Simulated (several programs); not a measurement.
**What each method gives for Ca2SeO (ordering on rocksalt)**

Ca2SeO as one 4-atom ordering (R-3m) on the rocksalt lattice, relaxed with r2SCAN in Ansatz, was computed with several methods. The symmetry is R-3m (No. 166, trigonal); conventional cell a = 3.769 Å, c = 18.876 Å, 19.35 Å³ an atom. O has 6 Ca at 2.54 Å; Se has 6 Ca at 2.85 Å; Ca has 3 O at 2.54 Å and 3 Se at 2.85 Å. The structure was generated, not taken from experiment, and needn't be the ground state; spin polarisation is off.

Space group R-3m:H (No. 166). a = 3.769 Å, b = 3.769 Å, c = 18.876 Å, α = 90.00°, β = 90.00°, γ = 120.00°

| atom | site | symmetry | x | y | z |
| --- | --- | --- | --- | --- | --- |
| O | 3a | -3m | 0.0000 | 0.0000 | 0.0000 |
| Se | 3b | -3m | 0.3333 | 0.6667 | 0.1667 |
| Ca | 6c | 3m | 0.0000 | 0.0000 | 0.2640 |

Gaps and times are for a single point on this cell; volume and bulk modulus come from each method's own relaxation or energy curve at fixed shape, which is too stiff where a cell has free coordinates or axes. Times are rough, from shared hosts (Arm Neoverse V2), and each method has its own mesh and cell size. A dagger marks a closed or tiny gap in a crystal that DFT finds insulating: a failure of the method or a wrong SCF state. A double dagger marks a value from a curve with shape and coordinates held. A star marks a curve whose lowest point is an end point. PM6 (MOPAC), PM7 (MOPAC), GFN1-xTB (tblite), GFN2-xTB (tblite) treat a cluster of cells at its zone centre, which samples few k points: where these miss a band edge, the gap comes out too large for that reason alone. Gaps from k meshes are read at a limited set of points (mesh, symmetry points, PBE's band edges), so each method's own least gap may be somewhat smaller. xTB and the PM methods were fitted mostly to molecules, and can miss a solid's gap by electronvolts. Minimal bases can be far off for gaps. Times of the plane-wave ladder aren't listed, since it ran on unlike processors and cards. GLLB-SC's gap includes the derivative discontinuity. G0W0 is at finite bands, cutoff and mesh. d marks a direct gap, i an indirect one (no mark: not told apart), a dash a value that wasn't computed or didn't pass its checks.

```csv
method,kind,gap (eV),own volume (Å³/atom),bulk modulus (GPa),atoms computed,processor time
light PBE (260 eV and a coarse mesh),light plane-wave,1.69 i,–,–,4,1.6 s
PBE,semilocal,1.69 i,19.70,67‡,4,–
GFN1-xTB (tblite),tight binding,0.00†,–,–,cluster,13 s
GFN2-xTB (tblite),tight binding,0.09†,17.46*‡,46*‡,cluster,18 s
r2SCAN,semilocal,2.11 i,19.35,74‡,4,–
PBE/SZV (CP2K),small basis,0.35 d,–,–,4,28 s
PM6 (MOPAC),semi-empirical,1.81,–,–,cluster,30 s
PM7 (MOPAC),semi-empirical,1.90,–,–,cluster,34 s
PBE/DZVP (CP2K),small basis,1.64 i,20.00‡,66‡,4,51 s
PBE/single zeta (GPAW),small basis,1.69 i,–,–,4,81 s
PBE+SOC,semilocal,1.56 i,–,–,4,–
GLLB-SC (GPAW),model potential,3.68,–,–,4,120 s
G0W0@PBE (120 eV screening cutoff),many-body,3.38,–,–,4,–
PBE0,hybrid,3.38 i,–,–,4,–
HSE06,hybrid,2.69 i,–,–,4,–
```

Against HSE06 (2.69 eV) and with closed or daggered gaps left aside, the nearest gap at the points sampled is that of r2SCAN (-0.58 eV) and the farthest that of PBE/SZV (CP2K) (-2.34 eV). HSE06 is only a yardstick of convenience, and nearness to it can be luck.

Volumes against r2SCAN's: PBE +1.8 %.

Only the rows marked +SOC include spin-orbit coupling.
